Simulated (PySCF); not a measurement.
**A diatomic session: TlO+**

What are the lowest state that PBE0 finds, the bond length, vibrational wavenumber and bond energy of TlO+, and how much do these hang on the method?

Method: Tl aug-cc-pVDZ-PP with ECP60, O aug-cc-pVDZ, scalar-relativistic core potentials; program: PySCF 2.14.0.

## Step 1: Input

A driver script around PySCF takes these settings:

```
atoms                         : Tl, O
charge                        : 1
basis                         : Tl aug-cc-pVDZ-PP with ECP60, O aug-cc-pVDZ
Hamiltonian                   : scalar-relativistic core potentials
basis functions               : 55
electrons treated             : 28
masses in u                   : 204.9744, 15.9949
levels                        : PBE0, PBE, r²SCAN, BP86, r²SCANh, TPSS, CAM-B3LYP, HF, MP2, SCS-MP2, CCSD, CCSD(T)
grid                          : 80 radial by 434 angular points
occupations                   : held fixed by the projection of orbital angular momentum
dissociation limit            : Tl+ + O, each in its ground configuration
starting distance in angstrom : 2.130
values of 2S to try           : 0, 2
```

Launch:

```sh
$ OMP_NUM_THREADS=1 python dia.py task.json out
```

The runs that follow: PBE0 along the bond; Excited determinants; PBE; r²SCAN; BP86; r²SCANh (hybrid meta-GGA); TPSS; CAM-B3LYP; UHF (mean field); MP2 and coupled cluster.

What does the calculation give? Wanted: for each run, Re; ωe; De; μ.

The runs gave:

Lowest PBE0 solution found, without spin–orbit coupling: ³Σ⁻ (triplet), unpaired electrons π ↑↑. State 2 has its PBE0 minimum 0.20 eV higher. State 3 has its PBE0 minimum 0.78 eV higher, as a spin-mixed determinant (⟨S²⟩ = 1.00), so this is no gap between pure states. State 4 has its PBE0 minimum 0.96 eV higher, as a spin-mixed determinant (⟨S²⟩ = 1.00), so this is no gap between pure states. The other levels ran on the lowest alone.

| level | Re (Å) | ωe (cm⁻¹) | De (eV) | μ (D) |
| --- | --- | --- | --- | --- |
| UHF | 3.273 | 80.2 | 0.120 | -0.47 |
| UHF-MP2 | 3.082 | 104.8 | 0.179 | n/a |
| UHF-SCS-MP2 | 3.113 | 100.5 | 0.170 | n/a |
| UHF-CCSD | 3.099 | 102.8 | 0.177 | n/a |
| UHF-CCSD(T) | 3.078 | 106.3 | 0.186 | n/a |
| PBE | 2.966 | 129.2 | 0.248 | 0.26 |
| BP86 | 2.964 | 128.2 | 0.217 | 0.26 |
| TPSS | 2.967 | 124.6 | 0.220 | 0.20 |
| r²SCAN | 2.933 | 136.0 | 0.253 | 0.26 |
| r²SCANh | 2.943 | 133.0 | 0.240 | 0.19 |
| PBE0 | 2.985 | 122.0 | 0.212 | 0.06 |
| CAM-B3LYP | 2.992 | 120.2 | 0.201 | 0.01 |

De is counted to Tl+ + O in their ground configurations. A positive dipole points from Tl to O; in an ion it is taken about the centre of mass and does not tell which atom is negative.

What this shows: Bond lengths run from 2.933 Å (r²SCAN) to 3.273 Å (UHF). CCSD(T) can't serve as the judge here: for a weak bond in this basis it is far from its limit. Among the levels with a De in the table, it runs from 0.120 eV (UHF) to 0.253 eV (r²SCAN).

Correlated steps freeze 5 core orbitals. Spin–orbit coupling is left out, which matters for elements this heavy, above all for dissociation energies. The bond is weak, and basis-set superposition, which was not computed, may be a sizeable part of it. With spin–orbit coupling the term label itself may not hold.
